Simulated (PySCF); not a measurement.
# H6HoN3 (Ho(NH2)3): the cost of one run

Program: PySCF 2.14.0. Level of theory: several levels, as the steps say, no spin–orbit coupling. These are calculated values, not measurements.

5 further runs of the same task are left out: 2 for a known fault of the program, 3 that didn't finish.

## 1. The starting structure

10 atoms, charge 0, spin multiplicity 1.

Bond lengths: Ho1–N2 2.177 Å, Ho1–N5 2.176 Å, Ho1–N8 2.176 Å, N2–H3 1.023 Å, N2–H4 1.023 Å, N5–H6 1.023 Å, N5–H7 1.023 Å, N8–H9 1.023 Å, N8–H10 1.023 Å. Angles: N2–Ho1–N5 119.8°, N2–Ho1–N8 120.5°, N5–Ho1–N8 119.6°, Ho1–N2–H3 126.9°, Ho1–N2–H4 128.0°, H3–N2–H4 105.0°, Ho1–N5–H6 127.6°, Ho1–N5–H7 127.4°, H6–N5–H7 105.1°, Ho1–N8–H9 128.2°, Ho1–N8–H10 126.7°, H9–N8–H10 105.1°.

As a file:

```
Ho    0.0093   -0.0042   -0.0378
N     2.1713   -0.0051    0.2156
H     2.7764    0.8108    0.3369
H     2.8023   -0.8099    0.2436
N    -1.0834    1.8771   -0.0015
H    -0.7000    2.8189    0.1090
H    -2.0948    2.0095   -0.0791
N    -1.0807   -1.8779   -0.2309
H    -0.7068   -2.8299   -0.2354
H    -2.0936   -1.9893   -0.3204
```

Formal oxidation states: Ho +3. Each metal's 10 4f electrons lie in its core potential, so multiplicities, spins and levels count the valence alone. An earlier session relaxed this geometry at B3LYP, Ho lcecp-1-SVP with ECP56, N def2-SVP, H def2-SVP (singlet, point group C3v).

At B3LYP on the finer grid: E = -205.516626 Eh, HOMO -5.82 eV, LUMO -1.42 eV, Mulliken charge on Ho1 +0.83 e, largest force component 0.011 eV/Å. 

Levels to run: TPSSh; wB97X; TPSS; PBE; B3LYP, TZVP. Hardware: 2 threads of Intel Xeon Platinum 8488C (Sapphire Rapids), shared host.

## 2. TPSSh

Contents of run.py (the lines that set the calculation):

```python
mol = gto.M(atom='''
Ho     0.00931    -0.00422    -0.03784
N      2.17133    -0.00509     0.21559
H      2.77639     0.81085     0.33688
H      2.80226    -0.80990     0.24357
N     -1.08341     1.87714    -0.00152
H     -0.69996     2.81887     0.10902
H     -2.09482     2.00952    -0.07909
N     -1.08069    -1.87791    -0.23088
H     -0.70679    -2.82994    -0.23535
H     -2.09363    -1.98932    -0.32037''',
    basis={'Ho': 'lcecp-1-SVP', 'N': 'def2-SVP', 'H': 'def2-SVP'},
    ecp={'Ho': 'lcecp-1-SVP'},
    charge=0, spin=0)
mf = dft.RKS(mol, xc='TPSSH')
mf.grids.atom_grid = (75, 302)  # f atoms: unpruned, at least (60, 302)
mf = mf.density_fit()  # fitting sets: Ho AutoAux, N def2-universal-JKFIT, H def2-universal-JKFIT
mf.conv_tol = 1e-08; mf.max_cycle = 55
mf.kernel(dm0)  # dm0: the density of the relaxed state
```

On the command line:

```console
OMP_NUM_THREADS=2 python run.py
```

**Question.** How long does this run take on 2 threads of Intel Xeon Platinum 8488C (Sapphire Rapids), shared host?

About 9.1 s.
